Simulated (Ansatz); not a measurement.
# NiMoIrPdW (P3m1) in Ansatz: relaxation of cell and atoms with LDA

Aim: the relaxation of cell and atoms of NiMoIrPdW with LDA.

Program: Ansatz 0.2.0. These are calculated values, not measurements. Logs are shortened: lines on timing, memory, paths and dates and some standing lists are left out, and cuts for length are marked.

## 1. Starting point

It takes space group P3m1 (No. 156, trigonal). Conventional cell: a = 2.770 Å, b = 2.770 Å, c = 21.881 Å, α = 90.00°, β = 90.00°, γ = 120.00°. Ni (site symmetry 3m) has 9 Ni at 2.52 to 2.77 Å and 3 W at 2.57 Å as nearest neighbours. Around Ni (site symmetry 3m) lie 9 Ni at 2.52 to 2.77 Å and 3 Ir at 2.62 Å. Mo (site symmetry 3m) is surrounded by 3 Ir at 2.76 Å and 6 Mo at 2.77 Å and 3 Pd at 2.80 Å. Mo (site symmetry 3m) is surrounded by 3 Ir at 2.66 Å and 6 Mo at 2.77 Å and 3 Pd at 2.82 Å. Pd (site symmetry 3m) has 6 Pd at 2.77 Å and 3 W at 2.79 Å and 3 Mo at 2.80 Å as nearest neighbours. Around Pd (site symmetry 3m) lie 6 Pd at 2.77 Å and 3 W at 2.80 Å and 3 Mo at 2.82 Å. Ir (site symmetry 3m) is surrounded by 3 Mo at 2.76 Å and 6 Ir at 2.77 Å and 3 W at 2.77 Å. Around Ir (site symmetry 3m) lie 3 Ni at 2.62 Å and 3 Mo at 2.66 Å and 6 Ir at 2.77 Å.

The cell was built by a generator and needn't be a form met in nature.

## 2. Relaxation of cell and atoms, LDA, collinear spin, ferromagnetic start

Contents of input.yaml:

```yaml
crystal:
  lattice:
    - [2.77046, 0.0, 0.0]
    - [-1.38523, 2.39928, 0.0]
    - [0.0, 0.0, 21.88122]
  atoms:
    - { symbol: Ni, position: [0.33333, 0.66667, 0.04433], spin: 1.0 }
    - { symbol: Ni, position: [0.66667, 0.33333, 0.95562], spin: 1.0 }
    - { symbol: Mo, position: [0.66667, 0.33333, 0.3427], spin: 1.0 }
    - { symbol: Mo, position: [0.66667, 0.33333, 0.7632], spin: 1.0 }
    - { symbol: Pd, position: [0.33333, 0.66667, 0.44768] }
    - { symbol: Pd, position: [0.33333, 0.66667, 0.65723] }
    - { symbol: Ir, position: [0.33333, 0.66667, 0.23988], spin: 0.6 }
    - { symbol: Ir, position: [0.33333, 0.66667, 0.8605], spin: 0.6 }
    - { symbol: W, position: [0.66667, 0.33333, 0.13646] }
    - { symbol: W, position: [0.66667, 0.33333, 0.5524] }
hamiltonian:
  xc: lda
  pseudopotentials: { kind: paw }
magnetization:
  spin_polarized: true
kpoints:
  mp_grid: { grid: [8, 8, 1] }
scf:
  occupations: { method: fermi_dirac, width: 0.05 }
output:
  forces: true
  stress: true
  eigenvalues: true
relax:
  f_tol: 0.01
  max_steps: 40
  cell: { stress_tol: 0.05 }
```

Potentials or basis: Ansatz PAW.

Started as:

```sh
> ansatz run input.yaml --threads 8 --pin off --max-ram 20480MiB --backend cpu --events-out ev --progress --plain --runs-dir out
```

The log of the run:

```text
Warning: the atoms were moved onto the symmetric positions of the space group found under crystal.symmetry.tolerance 1.0e-5 (fractional; no operation is sought that the atoms, as they stand in a round, miss by more than twice it, and no atom is moved by as much as it), and the run uses the moved positions. Before a round's move an operation carried an atom to 2.77e-5 Å from where it should land, the largest such distance. Atom 0 (counting from 0) moved farthest, by 1.60e-5 Å; the longest move in fractions of the cell, of whichever atom, is 0.47 of the tolerance, in 1 round. To run the atoms as typed, lower crystal.symmetry.tolerance until the operations that they miss are no longer found, or set crystal.symmetry.detect: false (a key that needs symmetry detection or time reversal refuses this as the deck is read). The positions used, in the order of the run's atom list: position: [0.3333333333333333, 0.6666666666666666, 0.04433]; position: [0.6666666666666666, 0.3333333333333333, 0.95562]; position: [0.6666666666666666, 0.3333333333333333, 0.3427]; position: [0.6666666666666666, 0.3333333333333333, 0.7632]; position: [0.3333333333333333, 0.6666666666666666, 0.44768]; position: [0.3333333333333333, 0.6666666666666666, 0.65723]; position: [0.3333333333333333, 0.6666666666666666, 0.23988]; position: [0.3333333333333333, 0.6666666666666666, 0.8605]; position: [0.6666666666666666, 0.3333333333333333, 0.13646]; position: [0.6666666666666666, 0.3333333333333333, 0.5524]; The lattice was moved too: crystal.lattice keeps the space group found at crystal.symmetry.tolerance 1.0e-5 only nearly: the operation that it misses by the most changes a squared length by the fraction 6.31e-6. The run uses the lattice that is a stretch of the typed one, with no rotation, onto the one that keeps every operation to a double's rounding (on a very oblique basis the stretch itself rounds by more); the deck's lattice vector that moved farthest moved by 5.05e-6 Å. To run the lattice as typed, set crystal.symmetry.tolerance under 6.30e-6, the least fraction by which an operation that the lattice misses changes a squared length (the same key also sets how far an atom may lie from its image, so lowering it can lose operations that the atoms keep only within it), or set crystal.symmetry.detect: false, as for the atoms. crystal.lattice made exact, in Å and degrees: [[2.770454953865881, 0.0, 0.0], [-1.3852274769329405, 2.399284370088298, 0.0], [0.0, 0.0, 21.88122]]. Pasted over the deck's crystal.lattice, beside positions in fractional coordinates, it runs the same cell (given as lengths and angles, that cell in the form's own orientation, a rigid turn of the misfit's size from the one run here, for which a checkpoint.post_process_only pass over this run's state can be refused: where this run relaxes nothing, give such a pass this deck's own crystal.lattice, as typed; behind a relaxation, as crystal.lattice, the state's own cell, identity.cell in its checkpoint.json), and a matrix so pasted ends this notice, except on a very skew basis of the lattice, where the rounding of the pasted numbers themselves can read as a misfit: the cell is then moved again, and that move is told again. The lattice as run is in this notice's lattice.as_run_ang field (Run.prep()["deck_notices"] in Python, the deck_notice line of an events file, deck_notices of ansatz run --dry-run=json, or deck_notices in record.json in the deck's checkpoint.write directory).
Warning: RAYON_NUM_THREADS=8 ignored (pool sized by the plan → 8); use --threads N
Engine: ansatz 0.2.0, x86_64-unknown-linux-gnu
Pseudopotentials: kind: paw
Pseudopotential: Ni, paw, valence charge 18, recommended cutoff 420 eV (normal), Ni.paw.azcp
Pseudopotential: Mo, paw, valence charge 14, recommended cutoff 420 eV (normal), Mo.paw.azcp
Pseudopotential: Pd, paw, valence charge 18, recommended cutoff 420 eV (normal), Pd.paw.azcp
Pseudopotential: Ir, paw, valence charge 17, recommended cutoff 420 eV (normal), Ir.paw.azcp
Pseudopotential: W, paw, valence charge 14, recommended cutoff 420 eV (normal), W.paw.azcp
Functional definition: SPW92
  exchange = slater_x
  correlation = pw_c
Crystal: 10 atoms, lattice volume = 145.447 Å³
Basis set: ecut = 420 eV, 2845 PW (Γ)
Bands: 101, of which v1, the nominal top of the filled ones, is band 81 counted from 1 (80 counted from 0)
Symmetry: 6 space group operations
Space group: P3m1 (ITA 156), of the structure as read, at distance tolerance 5.3e-5 Å
Magnetic group: BNS 156.49 (UNI 1279), of the structure as read, at distance tolerance 5.3e-5 Å
k-points: 10 of 64 (time reversal used)
Non-local potential: Ni, projectors of the file, l = 0: 3, l = 1: 2, l = 2: 3, l = 3: 1
Non-local potential: Mo, projectors of the file, l = 0: 3, l = 1: 2, l = 2: 2, l = 3: 1
Non-local potential: Pd, projectors of the file, l = 0: 2, l = 1: 2, l = 2: 2, l = 3: 1
[... 270 lines left out ...]
--- Band table (eV; the first three rows and the last of 20) ---
  k-point 0 ↑: bands = ["-80.0596", "-79.7163", "-70.4622", "-70.4041", "-62.7605", "-62.7380", "-51.6187", "-51.4594", "-41.0905", "-40.7536", "-40.7536", "-40.6266", "-40.4702", "-40.4702", "-38.5976", "-38.5812", "-28.7099", "-28.6822", "-28.2669", "-28.2669", "-28.2465", "-28.2465", "-27.2377", "-27.2286", "-27.0008", "-27.0008", "-26.9261", "-26.9261", "-16.0359", "-15.8777", "-15.1250", "-15.1250", "-15.0080", "-15.0080", "-12.8422", "-12.8332", "-11.9169", "-11.9169", "-11.9076", "-11.9076", "12.5717", "12.8749", "13.6366", "14.3368", "15.3085", "15.5311", "15.7006", "16.1461", "16.2921", "17.3219", "18.5413", "18.6051", "18.6051", "18.6479", "18.6479", "18.7314", "18.7314", "18.8326", "18.8326", "18.9594", "19.4592", "19.7023", "19.7023", "19.8291", "19.8291", "19.9510", "20.1272", "20.1272", "20.2242", "20.2242", "20.2403", "20.5404", "20.5476", "20.5476", "20.6245", "20.6245", "20.8443", "21.2251", "21.2251", "21.5930", "21.5930", "21.6881", "21.8977", "21.9050", "21.9050", "22.1817", "22.1817", "22.6326", "22.6326", "22.7515", "22.7515", "23.2138", "24.8635", "24.8635", "24.9454", "24.9454", "25.5584", "25.5584", "25.8005", "25.8005", "31.4765"]
  k-point 1 ↑: bands = ["-80.0586", "-79.7153", "-70.4559", "-70.3978", "-62.7542", "-62.7317", "-51.5997", "-51.4402", "-41.0888", "-40.7647", "-40.7561", "-40.6248", "-40.4793", "-40.4725", "-38.5633", "-38.5466", "-28.7027", "-28.6750", "-28.3205", "-28.3000", "-28.2800", "-28.2595", "-27.2253", "-27.2168", "-27.0902", "-27.0223", "-27.0160", "-26.9476", "-16.0059", "-15.8468", "-15.3386", "-15.2242", "-15.1734", "-15.0569", "-12.8093", "-12.8005", "-12.1376", "-12.1291", "-11.9667", "-11.9576", "13.1819", "13.4680", "14.2289", "14.8930", "15.7743", "15.9862", "16.2000", "16.5609", "16.7239", "17.5421", "18.1338", "18.3224", "18.3789", "18.4003", "18.6199", "18.7775", "18.9438", "18.9968", "19.0125", "19.1059", "19.1827", "19.3073", "19.3734", "19.4727", "19.6590", "19.7124", "19.7551", "19.9280", "20.1038", "20.1549", "20.2510", "20.3435", "20.5009", "20.6907", "20.7177", "20.8614", "20.9532", "21.1978", "21.3489", "21.3750", "21.3992", "21.5685", "21.7856", "21.8043", "21.9034", "22.3719", "22.3829", "22.6588", "22.7185", "22.8741", "23.0850", "23.6154", "24.7899", "24.9166", "25.1767", "25.4193", "25.7100", "25.7516", "26.2504", "27.0135", "31.4708"]
  k-point 2 ↑: bands = ["-80.0561", "-79.7131", "-70.4407", "-70.3827", "-62.7390", "-62.7165", "-51.5535", "-51.3934", "-41.0847", "-40.7903", "-40.7622", "-40.6213", "-40.5010", "-40.4779", "-38.4794", "-38.4622", "-28.6851", "-28.6576", "-28.4487", "-28.4282", "-28.3113", "-28.2908", "-27.3027", "-27.2293", "-27.1953", "-27.1882", "-27.0739", "-26.9994", "-15.9328", "-15.8333", "-15.7719", "-15.7244", "-15.2883", "-15.1730", "-12.7293", "-12.7211", "-12.6511", "-12.6445", "-12.0850", "-12.0764", "14.5993", "14.8013", "15.4993", "15.8988", "16.3977", "16.6708", "16.8056", "16.9057", "17.1062", "17.3864", "17.6328", "17.8703", "17.9713", "18.2330", "18.2799", "18.3983", "18.5105", "18.7044", "18.9251", "19.0801", "19.3896", "19.4111", "19.5499", "19.6429", "19.8038", "19.8265", "19.9040", "19.9955", "20.0426", "20.2080", "20.3637", "20.5506", "20.5699", "20.7323", "20.8101", "20.9491", "20.9675", "21.0474", "21.1654", "21.1966", "21.6122", "21.8916", "22.0540", "22.1088", "22.3256", "23.0527", "23.2107", "23.8041", "23.8846", "24.1886", "24.4527", "24.5496", "24.7047", "24.8399", "25.1637", "25.3269", "25.5585", "27.1376", "27.6212", "29.5557", "31.3064"]
  k-point 9 ↓: bands = ["-80.0518", "-79.7092", "-70.4148", "-70.3567", "-62.7130", "-62.6904", "-51.4740", "-51.3128", "-41.0777", "-40.8131", "-40.7926", "-40.6161", "-40.5206", "-40.5045", "-38.3333", "-38.3152", "-28.6552", "-28.6277", "-28.5633", "-28.5428", "-28.4674", "-28.4469", "-27.4899", "-27.4172", "-27.3321", "-27.2586", "-27.1439", "-27.1394", "-16.2513", "-16.1467", "-15.8880", "-15.8061", "-15.7793", "-15.6420", "-13.0893", "-13.0841", "-12.7096", "-12.7032", "-12.5908", "-12.5836", "16.5106", "16.5185", "16.6811", "16.7938", "16.9404", "17.0595", "17.3196", "17.4198", "17.5070", "17.6464", "17.7191", "17.7548", "17.8056", "17.8894", "18.0620", "18.1196", "18.4166", "18.5990", "18.7037", "18.7758", "18.9080", "18.9700", "19.2138", "19.6998", "19.8751", "20.1428", "20.1848", "20.2926", "20.3382", "20.4102", "21.1604", "21.2221", "21.3492", "21.5321", "21.5953", "21.9232", "22.0570", "22.0756", "22.4963", "22.6133", "22.8203", "22.9777", "23.2695", "23.5402", "23.7809", "23.8802", "24.0738", "24.3914", "24.5556", "24.9657", "25.7786", "26.8325", "28.1619", "28.2639", "28.3408", "28.4741", "28.8584", "29.2464", "29.5320", "29.9111", "30.1596"]
--- Relaxed structure (7 steps of the walk, 6 accepted, 1 SCFs on fresh bases) ---
  F+E_penalty+E_count = -78508.30410288 eV   max|allowed force component| = 1.787e-3 eV/Å   (the final SCF, on the basis selected at the relaxed cell)
  cell:  # Å, volume = 137.3828 Å³
    - [2.7198573443550145, -3.7449754046637785e-18, 7.840517581072589e-18]
    - [-1.3599286721775072, 2.3554655548811225, -3.920258790536293e-18]
    - [6.192487983460009e-17, -1.669434294183509e-35, 21.444188368520486]
  atoms:
    - { symbol: Ni, position: [0.3333333333333333, 0.6666666666666666, 0.04338360225089229] }
    - { symbol: Ni, position: [0.6666666666666666, 0.3333333333333333, 0.9564684374272931] }
    - { symbol: Mo, position: [0.6666666666666666, 0.3333333333333333, 0.34231155093853505] }
    - { symbol: Mo, position: [0.6666666666666666, 0.3333333333333333, 0.7633752599394104] }
    - { symbol: Pd, position: [0.3333333333333333, 0.6666666666666666, 0.447454126317738] }
    - { symbol: Pd, position: [0.3333333333333333, 0.6666666666666666, 0.6575898958023586] }
    - { symbol: Ir, position: [0.3333333333333333, 0.6666666666666666, 0.23939173795926402] }
    - { symbol: Ir, position: [0.3333333333333333, 0.6666666666666666, 0.86205438404799] }
    - { symbol: W, position: [0.6666666666666666, 0.3333333333333333, 0.13543766402847793] }
    - { symbol: W, position: [0.6666666666666666, 0.3333333333333333, 0.5525333412880404] }
```

Wall time 66 s (8 threads of AMD EPYC 7R43 (Zen 3), shared host); peak memory 1.1 GiB.

Results:

```
Free energy                            : -78508.3041 eV
Relaxed volume                         : 13.74 Å³/atom
Relaxed cell                           : a = 2.720 Å, b = 2.720 Å, c = 21.444 Å, α = 90.00°, β = 90.00°, γ = 120.00°
Space group after relaxing (to 0.05 Å) : P3m1 (No. 156)
Energy gained by relaxing              : 39.3 meV/atom
Ionic steps                            : 7
Pressure after relaxing                : 0.0 GPa
Band gap on the k mesh                 : none (metal or under the smearing width)
Net moment                             : 0.00 μB per cell
Absolute moment                        : 0.00 μB per cell
```

The path:
```tsv
step	energy change (eV)	largest force (eV/Å)	volume (Å³)
1	0.0000	0.2167	145.45
2	-0.3700	0.1725	139.03
3	-0.3894	0.2257	137.38
4	-0.3950	0.0346	137.39
5	-0.3951	0.0212	137.38
6	-0.3951	0.0018	137.38
7	-0.3930	0.0018	137.38
```

Final structure:
```yaml
crystal:
  lattice:
    - [2.71986, 0.00000, 0.00000]
    - [-1.35993, 2.35547, 0.00000]
    - [0.00000, 0.00000, 21.44419]
  atoms:
    - { symbol: Ni, position: [0.33333, 0.66667, 0.04338] }
    - { symbol: Ni, position: [0.66667, 0.33333, 0.95647] }
    - { symbol: Mo, position: [0.66667, 0.33333, 0.34231] }
    - { symbol: Mo, position: [0.66667, 0.33333, 0.76338] }
    - { symbol: Pd, position: [0.33333, 0.66667, 0.44745] }
    - { symbol: Pd, position: [0.33333, 0.66667, 0.65759] }
    - { symbol: Ir, position: [0.33333, 0.66667, 0.23939] }
    - { symbol: Ir, position: [0.33333, 0.66667, 0.86205] }
    - { symbol: W, position: [0.66667, 0.33333, 0.13544] }
    - { symbol: W, position: [0.66667, 0.33333, 0.55253] }
```

Caveat: the plane-wave basis is chosen anew once the cell has moved, so the energies of steps on either side of that aren't comparable; the PAW data sets come from PBE, with cores solved anew for the run's functional, which leaves a small shift of forces and pressure; the starting moments weren't kept. Spin-orbit coupling is left out, which matters for the levels of Ir, W.
